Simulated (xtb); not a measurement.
# GFN-FF (ALPB chcl3, alp 1, hydrogen mass 4 u, kpush 0.1, md dump 30 fs) run of C2H6OSi (SMILES C[SiH2]C=O)

Aim: molecular dynamics of C2H6OSi. 

Program for the calculation: xtb 6.7.1.

2 further runs of the same task are left out: 2 set aside as unsound or not needed.

## (1) Starting point

The species is C2H6OSi (10 atoms), meant as a singlet with charge 0. SMILES: `C[SiH2]C=O`. The shape was relaxed beforehand at GFN2-xTB. This is one conformer, not always the lowest. The run starts from this shape.

Bond lengths: C1–Si2 1.890 Å, Si2–C3 1.923 Å, C3–O4 1.204 Å, C1–H5 1.087 Å, C1–H6 1.087 Å, C1–H7 1.087 Å, Si2–H8 1.467 Å, Si2–H9 1.467 Å, C3–H10 1.114 Å. Some angles: C1–Si2–C3 108.9°, Si2–C3–O4 124.6°, C1–Si2–H8 112.8°, C1–Si2–H9 112.8°, C3–Si2–H8 106.1°, C3–Si2–H9 106.1°, Si2–C1–H5 111.0°, Si2–C1–H6 111.1°, Si2–C1–H7 111.6°, Si2–C3–H10 116.7°.

## (2) Molecular dynamics at GFN-FF (ALPB chcl3, alp 1, hydrogen mass 4 u, kpush 0.1, md dump 30 fs)

Contents of input.inp:

```
$md
   temp=350
   time=0.3
   step=2
   dump=30
   hmass=4
   shake=0
$metadyn
   kpush=0.1
   alp=1.0
$gbsa
   gbsagrid=vtight
$wall
   potential=logfermi
   sphere: 7.0, all
$end
```

Contents of mol.xyz:

```xyz
10

C     -0.94783000    -0.57035000    -0.94207000
Si    -0.30168000     0.19587000     0.66070000
C      1.58837000     0.50300000     0.48490000
O      2.23617000     0.23341000    -0.49408000
H     -0.44683000    -1.51196000    -1.15420000
H     -0.77077000     0.08817000    -1.78885000
H     -2.01549000    -0.76557000    -0.88990000
H     -0.46278000    -0.68898000     1.81932000
H     -0.90009000     1.50379000     0.94786000
H      2.10413000     0.96140000     1.35922000
```

On the command line:

```console
$ xtb mol.xyz --metadyn 50 --input input.inp --chrg 0 --gfnff --alpb chcl3 reference | tee xtb.out
```

What values should one expect? Wanted: potential energy of the last frame.

Computed results:

Level: GFN-FF (ALPB chcl3, alp 1, hydrogen mass 4 u, kpush 0.1, md dump 30 fs).

| quantity | value |
| --- | --- |
| potential energy of the last frame | -1.34763 Eh |
